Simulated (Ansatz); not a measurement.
# YSi: the cost of one run

Method: DFT r2SCAN, scalar-relativistic, plane waves, PAW, and further levels as typed in the inputs, in Ansatz 0.2.0.

## (1) The starting structure

The structure is orthorhombic, space group Cmcm (No. 63). Conventional cell: a = 4.260 Å, b = 10.530 Å, c = 3.830 Å, α = 90.00°, β = 90.00°, γ = 90.00°. Around Y (site symmetry m2m) lie 7 Si at 2.95 to 3.12 Å. Around Si (site symmetry m2m) lie 2 Si at 2.49 Å and 7 Y at 2.95 to 3.12 Å.

As a file:

```xyz
4
Lattice="2.1300 -5.2650 0.0000 2.1300 5.2650 0.0000 0.0000 0.0000 3.8300" Properties=species:S:1:pos:R:3 pbc="T T T"
Y     2.1300    3.7842    0.9575
Y     2.1300   -3.7842    2.8725
Si    2.1300    0.7953    0.9575
Si    2.1300   -0.7953    2.8725
```

## (2) Relaxing the atoms: YSi, no spin

The input, input.yaml:

```yaml
crystal:
  lattice:
    - [2.13, -5.265, 0.0]
    - [2.13, 5.265, 0.0]
    - [0.0, 0.0, 3.83]
  atoms:
    - { symbol: "Y", position: [0.14062782, 0.85937218, 0.25] }
    - { symbol: "Y", position: [0.85937218, 0.14062782, 0.75] }
    - { symbol: Si, position: [0.42447612, 0.57552388, 0.25] }
    - { symbol: Si, position: [0.57552388, 0.42447612, 0.75] }
scf:
  occupations: { method: gaussian, width: 0.05 }
output:
  forces: true
  stress: true
hamiltonian:
  xc: r2scan
kpoints:
  mp_grid: { grid: [12, 12, 14] }
relax:
  f_tol: 0.003
```

Launch:

```console
> ansatz run input.yaml --threads 8 --pin off --max-ram 16384MiB --backend cpu --events-out ev --progress --plain --runs-dir out
```

What time and memory should one allow on 8 threads of Intel Xeon 6975P-C (Granite Rapids), shared host?

About 29 s, with a peak of 1.2 GiB.
